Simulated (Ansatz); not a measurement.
## BiS: relaxation of cell and atoms with PBE

Crystal: BiS.

```xyz
2
Lattice="2.1093 1.2178 3.5005 -2.1093 1.2178 3.5005 0.0000 -2.4356 3.5005" Properties=species:S:1:pos:R:3 pbc="T T T"
Bi    0.0000    0.0000    0.0000
S     0.0000    0.0000    5.2507
```

The cell was built by a generator and needn't be a form met in nature.

```
Program             : Ansatz 0.2.0
Task                : relaxation of cell and atoms
Functional          : PBE
Potentials or basis : Ansatz PAW
Cutoff              : 420 eV (not typed: the program's choice for these potentials)
k mesh              : 8 × 8 × 8
Occupations         : fermi-dirac, width 0.05 eV
Spin                : no spin polarisation
```

| Item | Value |
| --- | --- |
| Relaxed volume | 25.24 Å³/atom |
| Relaxed cell | a = 4.546 Å, b = 4.546 Å, c = 4.546 Å, α = 49.85°, β = 49.85°, γ = 49.85° |
| Space group after relaxing (to 0.05 Å) | R-3m (No. 166) |
| Energy gained by relaxing | 57.1 meV/atom |
| Ionic steps | 11 |
| Pressure after relaxing | 0.0 GPa |
| Band gap on the k mesh | none (metal or under the smearing width) |

The path:
```csv
step,energy change (eV),largest force (eV/Å),volume (Å³)
1,0.0000,0.0000,53.95
2,-0.0056,0.0000,51.97
3,-0.0114,0.0000,52.40
4,-0.0465,0.0000,52.72
5,-0.0970,0.0000,52.07
6,-0.1121,0.0000,51.06
7,-0.1134,0.0000,50.52
8,-0.1134,0.0000,50.49
9,-0.1141,0.0000,50.49
10,-0.1142,0.0000,50.49
11,-0.1142,0.0000,50.49
```

Final structure:
```cif
data_structure
_symmetry_space_group_name_H-M 'P 1'
_symmetry_Int_Tables_number 1
_cell_length_a 4.5458
_cell_length_b 4.5458
_cell_length_c 4.5458
_cell_angle_alpha 49.851
_cell_angle_beta 49.851
_cell_angle_gamma 49.851
_cell_volume 50.49
loop_
_atom_site_label
_atom_site_type_symbol
_atom_site_fract_x
_atom_site_fract_y
_atom_site_fract_z
_atom_site_occupancy
Bi1 Bi 0.00000 0.00000 0.00000 1
S1 S 0.50000 0.50000 0.50000 1
```

Levels at points of the mesh, in eV from the Fermi level:
```
              k point  band 6  band 7  band 8  band 9  band 10  band 11  band 12  band 13  band 14  band 15
   (0.00, 0.00, 0.00)  -15.23   -9.17   -4.80   -2.54    -2.54     3.07     3.07     3.28     4.29     6.55
  (0.00, 0.00, -0.50)  -13.29  -11.51   -3.54   -2.62    -2.61    -2.16    -0.43     0.05     6.19     6.77
 (0.00, -0.50, -0.50)  -13.24  -10.43   -6.64   -5.42    -3.89     2.36     2.75     3.20     4.44     8.86
(-0.50, -0.50, -0.50)  -13.73  -12.53   -2.19   -2.19    -1.10    -0.18     1.22     1.22     7.25     7.33
```

Run time: 20 s on 2 threads of Arm Neoverse V1, with other jobs on the host, peak memory 0.37 GiB.

Caveat: the plane-wave basis is chosen anew once the cell has moved, so the energies of steps on either side of that aren't comparable; spin-orbit coupling is left out, which moves the levels of the heavy elements.
